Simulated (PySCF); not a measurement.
# C4H9BrOSi: electronic excitations

Aim: predict the electronic excitations of C4H9BrOSi (`BrC[SiH2]C1COC1`).

Programs: PySCF 2.14.0, with density-fitted response routines of our own. Each step states its level of theory. These are calculated values for one molecule in the gas phase, unless marked as measured. Atoms count from 0, in the outputs and in this text.

### Step 1. The molecule as given

16 atoms, charge 0, multiplicity 1; geometry from: GFN2-xTB.

Bonds of the start (Å): Br0–C1 1.95, C1–Si2 1.91, Si2–C3 1.90, C3–C4 1.53, C4–O5 1.43, O5–C6 1.43, C6–C3 1.54, C1–H7 1.09, C1–H8 1.09, Si2–H9 1.47, Si2–H10 1.46, C3–H11 1.09, C4–H12 1.10, C4–H13 1.09, C6–H14 1.09, C6–H15 1.10.

### Step 2. TDDFT and polarisability: CAM-B3LYP/def2-SVPD

Job settings and geometry (Å):

```
{"job": {"kind": "uv", "xc": "CAM-B3LYP", "basis": "def2-SVPD", "nstates": 8, "ntriplets": 3}, "charge": 0, "multiplicity": 1}
Br     2.806183     1.500843     0.964340
C      2.391144    -0.243726     0.195083
Si     0.859072    -0.067780    -0.934206
C     -0.601133     0.463473     0.151278
C     -1.961144     0.476917    -0.557903
O     -2.410434    -0.646268     0.197354
C     -1.237865    -0.640807     1.009114
H      3.277162    -0.551575    -0.351996
H      2.245515    -0.917773     1.035251
H      0.627736    -1.377234    -1.550880
H      1.133143     0.971080    -1.929096
H     -0.395898     1.378744     0.707130
H     -2.576150     1.362913    -0.367447
H     -1.956705     0.268811    -1.631330
H     -0.743192    -1.616933     1.011094
H     -1.465034    -0.351741     2.040803
```

Level: TDDFT CAM-B3LYP/def2-SVPD, vertical, gas phase, core orbitals frozen in the response.

Started as:

```console
> OMP_NUM_THREADS=1 python probes_run.py task.json out
```

This one command runs all jobs of the session in turn.

What will the session give for the following? lowest singlet (CAM-B3LYP/def2-SVPD); brightest single state of those computed; lowest triplet; surface potential, 1st and 99th percentile. Wanted: lowest singlet; brightest single state of those computed; lowest triplet; surface potential, 1st and 99th percentile.

As calculated:

```
                                quantity                        value
    lowest singlet (CAM-B3LYP/def2-SVPD)  5.80 eV (214 nm), f = 0.010
brightest single state of those computed  state 8, 7.53 eV, f = 0.039
                          lowest triplet                      5.16 eV
   surface potential, 1st and 99th percentile           -1.59 V and 1.24 V
```

The lowest singlet, at 5.80 eV, is HOMO−1→LUMO 0.82 and is weak; of the 8 states computed, the strongest absorption comes from states 7 to 8 together at 7.53 eV (the last computed, so partners may be missing). The lowest triplet lies 0.64 eV below the lowest singlet (triplets in Tamm-Dancoff, singlets in full TDDFT).
